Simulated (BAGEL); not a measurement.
**doublet SiNH4O2F+: levels of theory compared**

Wanted: a comparison of 5 runs (UHF/STO-3G, ROHF/6-31G*, UHF/6-31G*, ROHF/cc-pVDZ, UHF/cc-pVDZ) of doublet SiNH4O2F+. 

The results are computed with BAGEL 1.2.2.

## Step 1: The molecule

The species is SiNH4O2F+ (9 atoms), meant as a doublet with charge +1. SMILES of the parent species: `N[Si](O)(O)F`. Geometry: relaxed at PBE0-D4/def2-TZVP. This is one conformer, not always the lowest. That shape belongs to the parent species and isn't relaxed for this state.

Bond lengths: N1–Si2 1.687 Å, Si2–O3 1.629 Å, Si2–O4 1.629 Å, Si2–F5 1.593 Å, N1–H6 1.005 Å, N1–H7 1.006 Å, O3–H8 0.958 Å, O4–H9 0.958 Å. Some angles: N1–Si2–O3 105.4°, N1–Si2–O4 110.7°, N1–Si2–F5 115.6°, O3–Si2–O4 115.7°, O3–Si2–F5 107.5°, O4–Si2–F5 102.2°, Si2–N1–H6 121.5°, Si2–N1–H7 120.8°, Si2–O3–H8 117.1°, Si2–O4–H9 116.2°.

## Step 2: A single-point energy at UHF/STO-3G (density fitting with qzvpp-jkfit) (run 1)

hf.json reads:

```json
{ "bagel": [

{
  "title": "molecule",
  "basis": "sto-3g",
  "df_basis": "qzvpp-jkfit",
  "angstrom": true,
  "geometry": [
    { "atom": "N", "xyz": [   -0.604600,    0.416500,   -1.168500 ] },
    { "atom": "Si", "xyz": [    0.279400,    0.083100,    0.229100 ] },
    { "atom": "O", "xyz": [    0.807700,   -1.448100,    0.051700 ] },
    { "atom": "O", "xyz": [   -0.615900,    0.372400,    1.559000 ] },
    { "atom": "F", "xyz": [    1.555000,    1.005700,    0.473300 ] },
    { "atom": "H", "xyz": [   -1.149100,    1.257000,   -1.257600 ] },
    { "atom": "H", "xyz": [   -0.316200,    0.050400,   -2.059800 ] },
    { "atom": "H", "xyz": [    1.589200,   -1.699800,    0.545000 ] },
    { "atom": "H", "xyz": [   -1.456800,   -0.083500,    1.610700 ] }
  ]
},
{ "title": "uhf", "charge": 1, "nopen": 1 },
{ "title": "print", "file": "orbitals.molden", "orbitals": true }

]}
```

Run with:

```console
$ BAGEL_NUM_THREADS=1 BAGEL hf.json > hf.out
```

Output:

```text
* using 1 threads per process

  ===============================================================
  ===============================================================

  *** Geometry ***

  { "atom" : "N", "xyz" : [     -1.142528,      0.787071,     -2.208145 ] },
  { "atom" : "Si", "xyz" : [      0.527989,      0.157036,      0.432936 ] },
  { "atom" : "O", "xyz" : [      1.526332,     -2.736512,      0.097699 ] },
[... 5 lines of this table left out ...]
  { "atom" : "H", "xyz" : [     -2.752953,     -0.157792,      3.043782 ] },

  Number of auxiliary basis functions:      508

  Since a DF basis is specified, we compute 2- and 3-index integrals:
    o Being stored without compression. Storage requirement is 0.004 GB

  Number of basis functions:       33
  Number of electrons      :       50

    * METHOD: MOLECULE                             0.20

  *** Open-shell HF ***

  === Nuclear Repulsion ===
   268.0707843264

      * DIIS with orbital gradients will be used.

  === UHF iteration (sto-3g) ===
      0       -587.05469696          0.03993082           0.05
      1       -587.21497423          0.01105669           0.05
      2       -587.22750311          0.00315708           0.05
[... 12 lines of this table left out ...]
     15       -587.22938114          0.00000001           0.05
    * SCF iteration converged.

    * S^2 (UHF) is 0.7600

    * Permanent dipole moment:
           (    1.489715,    -0.356003,     2.278358) a.u.

    * METHOD: UHF                                  0.89

    * METHOD: PRINT                                0.00

  ===============================================================
```

It took 1.2 s on 1 thread of Arm Neoverse V1, shared host.

## Step 3: A single-point energy at ROHF/6-31G(d) (density fitting with qzvpp-jkfit, spherical functions) (run 2)

Changes to hf.json since step 2:

```diff
@@ -4,5 +4,5 @@
   "title": "molecule",
-  "basis": "sto-3g",
+  "basis": "6-31gs.json",
   "df_basis": "qzvpp-jkfit",
-  "angstrom": true,
+  "angstrom": "true",
   "geometry": [
@@ -19,4 +19,4 @@
 },
-{ "title": "uhf", "charge": 1, "nopen": 1 },
-{ "title": "print", "file": "orbitals.molden", "orbitals": true }
+{ "title": "rohf", "charge": 1, "nopen": 1 },
+{ "title": "print", "file": "orbitals.molden", "orbitals": "true" }
```

The basis set 6-31G* is read from a file made from the Basis Set Exchange's data (not shown).

Run with:

```console
$ BAGEL_NUM_THREADS=1 BAGEL hf.json > hf.out
```

Output:

```text
* using 1 threads per process

  ===============================================================
  ===============================================================

  *** Geometry ***

  { "atom" : "N", "xyz" : [     -1.142528,      0.787071,     -2.208145 ] },
  { "atom" : "Si", "xyz" : [      0.527989,      0.157036,      0.432936 ] },
  { "atom" : "O", "xyz" : [      1.526332,     -2.736512,      0.097699 ] },
[... 5 lines of this table left out ...]
  { "atom" : "H", "xyz" : [     -2.752953,     -0.157792,      3.043782 ] },

  Number of auxiliary basis functions:      508

  Since a DF basis is specified, we compute 2- and 3-index integrals:
    o Being stored without compression. Storage requirement is 0.027 GB

  Number of basis functions:       82
  Number of electrons      :       50

    * METHOD: MOLECULE                             0.28

  *** Open-shell HF ***

  === Nuclear Repulsion ===
   268.0707843264

      * DIIS with orbital gradients will be used.

  === ROHF iteration (6-31gs.json) ===
      0       -594.36469436          0.05210751           0.13
      1       -594.58922679          0.03199848           0.13
      2       -594.66192044          0.01982755           0.13
[... 15 lines of this table left out ...]
     18       -594.70764545          0.00000001           0.13
    * SCF iteration converged.

    * S^2 (ROHF) is 0.7500

    * Permanent dipole moment:
           (    1.788221,    -0.132388,     2.396975) a.u.

    * METHOD: ROHF                                 2.71

    * METHOD: PRINT                                0.02

  ===============================================================
```

It took 3.3 s on 1 thread of Arm Neoverse V1, shared host; peak memory 0.12 GiB.

Run 3 isn't shown in full; the table further down has it.

## Step 4: The energy at ROHF/cc-pVDZ (density fitting with qzvpp-jkfit) (run 4)

hf.json reads:

```json
{ "bagel": [

{
  "title": "molecule",
  "basis": "cc-pvdz.json",
  "df_basis": "qzvpp-jkfit",
  "angstrom": "true",
  "geometry": [
    { "atom": "N", "xyz": [      -0.604600,       0.416500,      -1.168500 ] },
    { "atom": "Si", "xyz": [       0.279400,       0.083100,       0.229100 ] },
    { "atom": "O", "xyz": [       0.807700,      -1.448100,       0.051700 ] },
    { "atom": "O", "xyz": [      -0.615900,       0.372400,       1.559000 ] },
    { "atom": "F", "xyz": [       1.555000,       1.005700,       0.473300 ] },
    { "atom": "H", "xyz": [      -1.149100,       1.257000,      -1.257600 ] },
    { "atom": "H", "xyz": [      -0.316200,       0.050400,      -2.059800 ] },
    { "atom": "H", "xyz": [       1.589200,      -1.699800,       0.545000 ] },
    { "atom": "H", "xyz": [      -1.456800,      -0.083500,       1.610700 ] }
  ]
},

{ "title": "rohf", "charge": 1, "nopen": 1 },

{ "title": "print", "file": "orbitals.molden", "orbitals": "true" }

]}
```

The basis set cc-pVDZ is read from a file made from the Basis Set Exchange's data (not shown).

Run with:

```console
$ BAGEL_NUM_THREADS=1 BAGEL hf.json > hf.out
```

Output:

```text
* using 1 threads per process

  ===============================================================
  ===============================================================

  *** Geometry ***

  { "atom" : "N", "xyz" : [     -1.142528,      0.787071,     -2.208145 ] },
  { "atom" : "Si", "xyz" : [      0.527989,      0.157036,      0.432936 ] },
  { "atom" : "O", "xyz" : [      1.526332,     -2.736512,      0.097699 ] },
[... 5 lines of this table left out ...]
  { "atom" : "H", "xyz" : [     -2.752953,     -0.157792,      3.043782 ] },

  Number of auxiliary basis functions:      508

  Since a DF basis is specified, we compute 2- and 3-index integrals:
    o Being stored without compression. Storage requirement is 0.036 GB

  Number of basis functions:       94
  Number of electrons      :       50

    * METHOD: MOLECULE                             0.29

  *** Open-shell HF ***

  === Nuclear Repulsion ===
   268.0707843264

      * DIIS with orbital gradients will be used.

  === ROHF iteration (cc-pvdz.json) ===
      0       -594.37888048          0.03519809           0.16
      1       -594.61462223          0.02340071           0.16
      2       -594.68911459          0.01391588           0.16
[... 15 lines of this table left out ...]
     18       -594.73607283          0.00000001           0.16
    * SCF iteration converged.

    * S^2 (ROHF) is 0.7500

    * Permanent dipole moment:
           (    1.834413,    -0.089268,     2.373073) a.u.

    * METHOD: ROHF                                 3.23

    * METHOD: PRINT                                0.02

  ===============================================================
```

Run time: 3.9 s. Hardware: 1 thread of Arm Neoverse V1, shared host; peak memory 0.14 GiB.

## Step 5: A single-point energy at UHF/cc-pVDZ (density fitting with qzvpp-jkfit) (run 5)

input.json reads:

```json
{ "bagel" : [

{
  "title" : "molecule",
  "basis" : "cc-pvdz.json",
  "df_basis" : "qzvpp-jkfit",
  "angstrom" : "true",
  "geometry" : [
    { "atom" : "N", "xyz" : [      -0.604600,       0.416500,      -1.168500 ] },
    { "atom" : "Si", "xyz" : [       0.279400,       0.083100,       0.229100 ] },
    { "atom" : "O", "xyz" : [       0.807700,      -1.448100,       0.051700 ] },
    { "atom" : "O", "xyz" : [      -0.615900,       0.372400,       1.559000 ] },
    { "atom" : "F", "xyz" : [       1.555000,       1.005700,       0.473300 ] },
    { "atom" : "H", "xyz" : [      -1.149100,       1.257000,      -1.257600 ] },
    { "atom" : "H", "xyz" : [      -0.316200,       0.050400,      -2.059800 ] },
    { "atom" : "H", "xyz" : [       1.589200,      -1.699800,       0.545000 ] },
    { "atom" : "H", "xyz" : [      -1.456800,      -0.083500,       1.610700 ] }
  ]
},

{
  "title" : "uhf",
  "charge" : 1,
  "nopen" : 1
},

{
  "title" : "print",
  "file" : "orbitals.molden",
  "orbitals" : "true"
}

]}
```

The basis set cc-pVDZ is read from a file made from the Basis Set Exchange's data (not shown).

Run with:

```console
$ BAGEL_NUM_THREADS=1 BAGEL input.json > input.out
```

Output:

```text
* using 1 threads per process

  ===============================================================
  ===============================================================

  *** Geometry ***

  { "atom" : "N", "xyz" : [     -1.142528,      0.787071,     -2.208145 ] },
  { "atom" : "Si", "xyz" : [      0.527989,      0.157036,      0.432936 ] },
  { "atom" : "O", "xyz" : [      1.526332,     -2.736512,      0.097699 ] },
[... 5 lines of this table left out ...]
  { "atom" : "H", "xyz" : [     -2.752953,     -0.157792,      3.043782 ] },

  Number of auxiliary basis functions:      508

  Since a DF basis is specified, we compute 2- and 3-index integrals:
    o Being stored without compression. Storage requirement is 0.036 GB

  Number of basis functions:       94
  Number of electrons      :       50

    * METHOD: MOLECULE                             0.29

  *** Open-shell HF ***

  === Nuclear Repulsion ===
   268.0707843264

      * DIIS with orbital gradients will be used.

  === UHF iteration (cc-pvdz.json) ===
      0       -594.37888048          0.03519809           0.16
      1       -594.61804036          0.02340103           0.16
      2       -594.69329091          0.01391633           0.15
[... 16 lines of this table left out ...]
     19       -594.74032134          0.00000001           0.16
    * SCF iteration converged.

    * S^2 (UHF) is 0.7578

    * Permanent dipole moment:
           (    1.831488,    -0.089196,     2.370142) a.u.

    * METHOD: UHF                                  3.36

    * METHOD: PRINT                                0.02

  ===============================================================
```

It took 3.9 s on 1 thread of Arm Neoverse V1, shared host; peak memory 0.14 GiB.

## Step 6: The series

| run | level | energy (Eh) | ⟨S²⟩ | wall time |
| --- | --- | --- | --- | --- |
| 1 | UHF/STO-3G (density fitting with qzvpp-jkfit) | -587.229381 | 0.760 | 1.2 s |
| 2 | ROHF/6-31G* (density fitting with qzvpp-jkfit, spherical functions) | -594.707645 | 0.750 | 3.3 s |
| 3 | UHF/6-31G* (density fitting with qzvpp-jkfit, spherical functions) | -594.711909 | 0.758 | 2.9 s |
| 4 | ROHF/cc-pVDZ (density fitting with qzvpp-jkfit) | -594.736073 | 0.750 | 3.9 s |
| 5 | UHF/cc-pVDZ (density fitting with qzvpp-jkfit) | -594.740321 | 0.758 | 3.9 s |

## Step 7: Results

| quantity | value |
| --- | --- |
| run 5: total energy | -594.74032 Eh |
| run 5: ⟨S²⟩ | 0.758 |

In words: In run 1 the basis is minimal, so the values are rough. All runs together took 15 s, the longest 3.9 s.
